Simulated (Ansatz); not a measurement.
# LiTaO2: the cost of one run

Program: Ansatz 0.2.0. Level of theory: DFT PBE, scalar-relativistic, plane waves, PAW. These are calculated values, not measurements.

## Step 1: The starting structure

Symmetry: Pmmm, No. 47, orthorhombic system. Conventional cell: a = 2.718 Å, b = 3.237 Å, c = 5.216 Å, α = 90.00°, β = 90.00°, γ = 90.00°. Li (site symmetry mmm) is surrounded by 4 O at 1.81 Å. Around Ta (site symmetry mmm) lie 4 O at 2.15 Å. Around O (site symmetry mm2) lie 2 Li at 1.81 Å and 2 Ta at 2.15 Å.

As a file:

```xyz
4
Lattice="2.7184 0.0000 0.0000 0.0000 3.2371 0.0000 0.0000 0.0000 5.2160" Properties=species:S:1:pos:R:3 pbc="T T T"
Li    1.3592    1.6186    2.6080
Ta    0.0000    0.0000    0.0000
O     0.0000    1.6186    1.4128
O     0.0000    1.6186    3.8033
```

The cell is invented: species swapped into a database cell of CuAgO2 (Pmmm, No. 47), with Li on the Cu sites and Ta on the Ag sites. The dimensions are guesses.

## Step 2: A first look at the guess

The input, input.yaml:

```yaml
crystal:
  lattice:
    - [2.71838201, 0.0, 0.0]
    - [0.0, 3.23711934, 0.0]
    - [0.0, 0.0, 5.21601874]
  atoms:
    - { symbol: Li, position: [0.5, 0.5, 0.5] }
    - { symbol: Ta, position: [0.0, 0.0, 0.0] }
    - { symbol: O, position: [0.0, 0.5, 0.27084979] }
    - { symbol: O, position: [0.0, 0.5, 0.72915021] }
basis:
  ecutwfc: 420
kpoints:
  mp_grid: { grid: [6, 6, 4] }
hamiltonian:
  xc: pbe
scf:
  occupations: { method: gaussian, width: 0.1 }
  lower_state_search: "off"
output:
  forces: true
  stress: true
  eigenvalues: true
```

The run is started by

```bash
ansatz run input.yaml --threads 1 --pin off --max-ram 2560MiB --backend cpu --events-out ev --progress --plain --runs-dir out
```

What time and memory should one allow on 1 thread of Intel Xeon Platinum 8259CL at 2.50GHz (Skylake/Cascade Lake), shared host?

About 4 s, with a peak of 0.39 GiB.
